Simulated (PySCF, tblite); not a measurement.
**C5H11NO2Si: geometry, infrared bands and NMR shifts**

Wanted: the infrared bands and NMR shifts of C5H11NO2Si (`C[C@]1(OC=O)CCN[SiH2]1`), by calculation.

Programs: tblite 0.8.0 and PySCF 2.14.0, with density-fitted response routines of our own. Each step states its level of theory. These are calculated values for one molecule in the gas phase, unless marked as measured. Atoms count from 0, in the outputs and in this text.

### 1 The molecule as given

20 atoms, charge 0, multiplicity 1; geometry from: force field or distance geometry start.

Bonds of the start (Å): C0–C1 1.52, C1–O2 1.42, O2–C3 1.41, C3–O4 1.25, C1–C5 1.53, C5–C6 1.52, C6–N7 1.44, N7–Si8 1.80, Si8–C1 1.86, C0–H9 1.12, C0–H10 1.11, C0–H11 1.10, C3–H12 1.08, C5–H13 1.11, C5–H14 1.12, C6–H15 1.13, C6–H16 1.10, N7–H17 1.05, Si8–H18 1.46, Si8–H19 1.46.

### 2 Optimising the geometry with GFN2-xTB

The job: settings as JSON, then the geometry in Å.

```
{"job": {"kind": "relax", "xc": "GFN2-xTB", "basis": "xTB"}, "charge": 0, "multiplicity": 1}
C      1.104700    -0.510800    -1.069400
C      0.398600    -0.208900     0.237900
O      1.285400    -0.187000     1.350900
C      2.305700     0.783900     1.280300
O      2.315300     1.494100     0.253100
C     -0.786600    -1.146700     0.463500
C     -1.686300    -0.735800    -0.689200
N     -2.103600     0.618400    -0.455900
Si    -0.585100     1.368600     0.167800
H      2.189600    -0.628100    -0.835300
H      0.969100     0.322400    -1.785000
H      0.768300    -1.482000    -1.460200
H      3.027000     0.896400     2.075700
H     -0.489600    -2.210000     0.368700
H     -1.276600    -0.942500     1.454300
H     -2.562400    -1.441700    -0.701900
H     -1.182600    -0.821700    -1.664300
H     -2.881700     0.647700     0.242500
H     -0.784400     1.849500     1.526800
H     -0.030100     2.344900    -0.763200
```

Launch:

```console
> OMP_NUM_THREADS=1 python probes_run.py task.json out
```

The driver reads the jobs from task.json and runs them one after another.

**Question.** This job is followed by: GFN2-xTB harmonic vibrations, gas phase; GIAO PBE0/pcSseg-1 NMR shielding, non-relativistic, gas phase. What will the session give for the following? strongest single infrared mode (GFN2-xTB); zero-point energy (GFN2-xTB); 13C shifts against TMS (PBE0/pcSseg-1); 1H shifts against TMS (PBE0/pcSseg-1, means over atoms taken as alike); 17O shifts against H2O (PBE0/pcSseg-1); 15N shifts against NH3 (PBE0/pcSseg-1); 29Si shifts against TMS (PBE0/pcSseg-1).

**Answer**, as computed:

```
                                                              quantity                                                      value
                             strongest single infrared mode (GFN2-xTB)                                      2279 cm⁻¹, 455 km/mol
                                          zero-point energy (GFN2-xTB)                                              98.3 kcal/mol
                                13C shifts against TMS (PBE0/pcSseg-1)                          169.6, 74.6, 46.4, 41.6, 23.7 ppm
1H shifts against TMS (PBE0/pcSseg-1, means over atoms taken as alike)  8.09, 5.05, 4.93, 3.44, 3.25, 2.20, 1.84, 1.39, -0.12 ppm
                                17O shifts against H2O (PBE0/pcSseg-1)                                           418.9, 260.9 ppm
                                15N shifts against NH3 (PBE0/pcSseg-1)                                                   31.8 ppm
                               29Si shifts against TMS (PBE0/pcSseg-1)                                                  -38.5 ppm
```

In words: Relaxing lowered the energy by 1.448 eV in 137 steps; the close pair that moved most is O2–C3, from 1.410 to 1.297 Å. No mode is imaginary among the 54: a minimum at this level. The strongest single mode, at 2279 cm⁻¹, moves mainly H18 and H19. Unscaled tight-binding wavenumbers are off by several per cent, some by more. Its intensities can rank the bands wrongly. The most deshielded carbon is C3 (ester carbonyl carbon), at 169.6 ppm: it is a carbonyl in resonance with an O or N lone pair, the region of acids, esters and amides. At PBE0/pcSseg-1: The widest tensor belongs to O4: span 628 ppm, with a paramagnetic part of -488 ppm.
